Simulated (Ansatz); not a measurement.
Working through a ranking of polymorphs by energy of 2 structures of Br

With Ansatz 0.2.0 through its Python package.

Notebook, run cell by cell (the value of a cell's last expression is shown):

```python
import warnings

import ansatz as az
import numpy as np
import spglib
```

```python
SETTINGS = {
    "scf_tol": 1e-07,
    "max_scf": 150,
    "beta": 0.1,
    "ecut": 380,
    "xc": "lda",
    "kspacing": 0.3,
    "filling": "fermi_dirac",
    "width_ev": 0.05,
}
```

```python
def compute(name, crystal):
    calc = (
        crystal.calculation()
        .scf(tolerance=SETTINGS["scf_tol"], max_iterations=SETTINGS["max_scf"])
        .mixing("anderson", beta=SETTINGS["beta"])
        .basis(SETTINGS["ecut"])
        .functional(SETTINGS["xc"])
        .kpoints(spacing=SETTINGS["kspacing"])
        .occupations(SETTINGS["filling"], width=SETTINGS["width_ev"])
        .stress()
        .band_table()
    )
    calc = calc.relax(force_tolerance=0.03, max_steps=60, cell=True)
    return calc.run(threads=1)
```

```python
def pressure_gpa(outcome):
    return float(np.trace(outcome.report["stress_gpa"]) / 3)
```

```python
def space_group(outcome):
    sites = outcome.report["lattice"]["sites"]
    kinds = sorted({site["symbol"] for site in sites})
    cell = (outcome.lattice.cell_ang, [site["position_frac"] for site in sites], [kinds.index(site["symbol"]) for site in sites])
    return spglib.get_spacegroup(cell, symprec=0.01)


def volume_per_atom(outcome):
    return abs(np.linalg.det(outcome.lattice.cell_ang)) / len(outcome.lattice.sites)
```

```python
warnings.simplefilter("ignore")
```

```python
phases = {}
cmce = (
    az.Lattice.from_parameters(6.7265, 4.6451, 8.7023, alpha=90, beta=90, gamma=90)
    .space_group(64, hermann_mauguin="Cmce")
    .atom("Br", (0.5, 0.6349, 0.1099))
    .primitive()
)
phases["Cmce"] = cmce
pm_3m = (
    az.Lattice.from_parameters(4.59764, 4.59764, 4.59764, alpha=90.0, beta=90.0, gamma=90.0)
    .atom("Br", (0.5, 0.0, 0.0))
    .atom("Br", (0.0, 0.5, 0.0))
    .atom("Br", (0.0, 0.0, 0.5))
)
phases["Pm-3m"] = pm_3m
```

```python
done = {name: compute(name, crystal) for name, crystal in phases.items()}

energy = {name: o.report["energy_sigma0_ev"] / len(o.lattice.sites) for name, o in done.items()}
lowest = min(energy.values())
rows = [(name, len(o.lattice.sites), 1000 * (energy[name] - lowest), pressure_gpa(o), space_group(o), volume_per_atom(o)) for name, o in done.items()]
rows.sort(key=lambda row: row[2])
print("     phase       atoms  dE (meV/atom)     P (GPa)  space group  V (A^3/atom)")
for row in rows:
    print(f"{str(row[0]):>10}  {row[1]:10d}  {row[2]:13.1f}  {row[3]:10.2f}  {str(row[4]):>11}  {row[5]:12.3f}")
```

         phase       atoms  dE (meV/atom)     P (GPa)  space group  V (A^3/atom)
          Cmce           4            0.0       -0.02    Cmce (64)        27.509
         Pm-3m           3          527.4       -0.02  Pm-3m (221)        27.824

By space group at the end of each run: Cmce (+0 meV an atom, 27.5 Å³) and Pm-3m (+527 meV an atom, 27.8 Å³).

Caveats:
- The settings weren't tested for convergence.
- The cutoff lies under the one recommended for these potentials.
- Under the recommended cutoff a pressure can be off by several GPa, even in sign.
- For the metals among these phases the mesh is modest: differences between phases can be off by up to 40 meV an atom.
- The program warned that this SCF threshold is loose for forces or stresses.
- Pressure is positive in compression.
- The cells come from databases of deposited and of computed structures, and not all need be stable phases.
- The ranking holds among these structures alone, at zero temperature; the ground state may be another structure. Differences under about 40 meV an atom lie within the error of mesh and functional.
- The script silences warnings, which a real study should read.
- The whole script took 78 s on 1 thread of Arm Neoverse N1, on a shared host, peak memory 0.41 GiB.
